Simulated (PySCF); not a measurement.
# K³⁺ (triplet): basis, grid and Hamiltonian

Which parts of the numerical set-up matter for K³⁺ (triplet)? Each run edits the base script.

The runs use PySCF 2.14.0; each script names its method and basis.

1 further run of the same task is left out (it didn't finish).

## Step 1: The atom

K³⁺ (triplet): 1 atom, charge 3, spin multiplicity 3.

## Step 2: The run that the others are compared with

Input file input.py:

```python
from pyscf import gto, dft

mol = gto.M(
    atom='K 0 0 0',
    basis='def2-qzvp',
    charge=3,
    spin=2,
    symmetry=True,
    verbose=4,
)
mf = dft.UKS(mol, xc='m06l')
mf.kernel()
mf.dip_moment()
print('orbital energies (hartree):', [e[max(0, n-3):n+3].round(4) for e, n in zip(mf.mo_energy, mol.nelec)])
```

On the command line:

```
$ OMP_NUM_THREADS=1 python input.py
```

Its log is not repeated here.

In short: E(SCF) = -596.903372 Eh, 6 cycles, ⟨S²⟩ = 2.001.

The triplet is typed in the script; nothing here shows that it is the ground state.

## Step 3: Spin-free X2C on

Variant 1 changes spin-free X2C: off → on.

Input file input.py:

```python
from pyscf import gto, dft

mol = gto.M(
    atom='K 0 0 0',
    basis='def2-qzvp',
    charge=3,
    spin=2,
    symmetry=True,
    verbose=4,
)
mf = dft.UKS(mol, xc='m06l')
mf = mf.sfx2c1e()
mf.kernel()
mf.dip_moment()
print('orbital energies (hartree):', [e[max(0, n-3):n+3].round(4) for e, n in zip(mf.mo_energy, mol.nelec)])
```

On the command line:

```
$ OMP_NUM_THREADS=1 python input.py
```

## Step 4: Integration grid (50, 194)

Variant 2 changes integration grid: default → (50, 194).

input.py, as its differences from that of step 2:

```diff
@@ -11,2 +11,3 @@
 mf = dft.UKS(mol, xc='m06l')
+mf.grids.atom_grid = (50, 194)
 mf.kernel()
```

## Step 5: Integration grid (99, 590)

Variant 3 changes integration grid: default → (99, 590).

input.py, as its differences from that of step 2:

```diff
@@ -11,2 +11,3 @@
 mf = dft.UKS(mol, xc='m06l')
+mf.grids.atom_grid = (99, 590)
 mf.kernel()
```

Before running it: what results should come out? Wanted: for each run, E(SCF); from base; gap, α spin.

**Answer**, as computed:

```tsv
run	E(SCF) (hartree)	from base (eV)	cycles	gap, α spin (eV)	functions
base	-596.903372	0	6	26.75	56
spin-free X2C on	-599.015898	-57.4848	6	26.87	56
integration grid (50, 194)	-596.905480	-0.0574	6	26.72	56
integration grid (99, 590)	-596.903404	-0.0009	6	26.75	56
```

In words: The largest comparable shift of the SCF energy, -57.485 eV, comes with the run “spin-free X2C on”. Scalar relativity lowers the total energy by 57.48 eV, nearly all of it in the inner shells; a basis contracted without relativity catches only part of it.
